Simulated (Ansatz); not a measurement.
# Ta4O: a trial structure relaxed

Where does this trial cell of Ta4O go when cell and atoms are let free?

Method: DFT PBE, scalar-relativistic, plane waves, PAW, in Ansatz 0.2.0.

### 1 The starting structure

It takes space group P-6m2 (No. 187, hexagonal). The conventional cell has a = 4.665 Å, b = 4.665 Å, c = 4.368 Å, α = 90.00°, β = 90.00°, γ = 120.00°. Ta (site symmetry mm2) has 6 Ta at 2.21 to 2.53 Å and 2 O at 2.60 Å as nearest neighbours. Ta (site symmetry -6m2) has 6 Ta at 2.53 Å and 3 O at 2.69 Å as nearest neighbours. O (site symmetry -6m2) is surrounded by 9 Ta at 2.60 to 2.69 Å.

As a file:

```cif
data_structure
_symmetry_space_group_name_H-M 'P 1'
_symmetry_Int_Tables_number 1
_cell_length_a 4.6653
_cell_length_b 4.6653
_cell_length_c 4.3679
_cell_angle_alpha 90.000
_cell_angle_beta 90.000
_cell_angle_gamma 120.000
_cell_volume 82.33
loop_
_atom_site_label
_atom_site_type_symbol
_atom_site_fract_x
_atom_site_fract_y
_atom_site_fract_z
_atom_site_occupancy
Ta1 Ta 0.15795 0.84205 0.50000 1
Ta2 Ta 0.15795 0.31589 0.50000 1
Ta3 Ta 0.68411 0.84205 0.50000 1
Ta4 Ta 0.00000 0.00000 0.00000 1
O1 O 0.33333 0.66667 0.00000 1
```

A structure generator made this guess: random cell by space group and Wyckoff sites (P-6m2, No. 187). The dimensions are guesses.

### 2 A first look at the guess

input.yaml

```yaml
crystal:
  lattice:
    - [4.6653089, 0.0, 0.0]
    - [-2.33265445, 4.04027602, 0.0]
    - [0.0, 0.0, 4.36790807]
  atoms:
    - { symbol: Ta, position: [0.15794699, 0.84205301, 0.5] }
    - { symbol: Ta, position: [0.15794699, 0.31589398, 0.5] }
    - { symbol: Ta, position: [0.68410602, 0.84205301, 0.5] }
    - { symbol: Ta, position: [0.0, 0.0, 0.0] }
    - { symbol: O, position: [0.33333333, 0.66666667, 0.0] }
basis:
  ecutwfc: 420
kpoints:
  mp_grid: { grid: [6, 6, 4] }
hamiltonian:
  xc: pbe
scf:
  occupations: { method: gaussian, width: 0.1 }
  lower_state_search: "off"
output:
  forces: true
  stress: true
  eigenvalues: true
```

Launch:

```sh
> ansatz run input.yaml --threads 1 --pin off --max-ram 2560MiB --backend cpu --events-out ev --progress --plain --runs-dir out
```

The session goes on with these runs: spin check on a coarse mesh; rough relaxation on the coarse mesh; final relaxation.

Q: Predict the outcome of this session. Wanted: conventional cell; volume; energy over the elements; gap on the mesh.

The runs gave:

```
                                                              quantity                                                                       value
                                symmetry at the end (tolerance 0.05 Å)                                                 space group P-6m2 (No. 187)
                                                     conventional cell  a = 5.469 Å, b = 5.469 Å, c = 4.459 Å, α = 90.00°, β = 90.00°, γ = 120.00°
                                                                volume                                                               23.10 Å³/atom
energy over the elements (uncorrected; H, N, O, F and Cl as molecules)                                                               +1.36 eV/atom
                                                       gap on the mesh                                                                none (metal)
```

In words: The space group P-6m2 (No. 187) is kept, and the volume per atom grows by 40.3 % from the first guess. With a positive formation energy it can't be a ground state. No finished test with a distortion of lower symmetry is shown, so the end may be a saddle point. The runs treat Ta without spin-orbit coupling. Other magnetic orders were not searched.
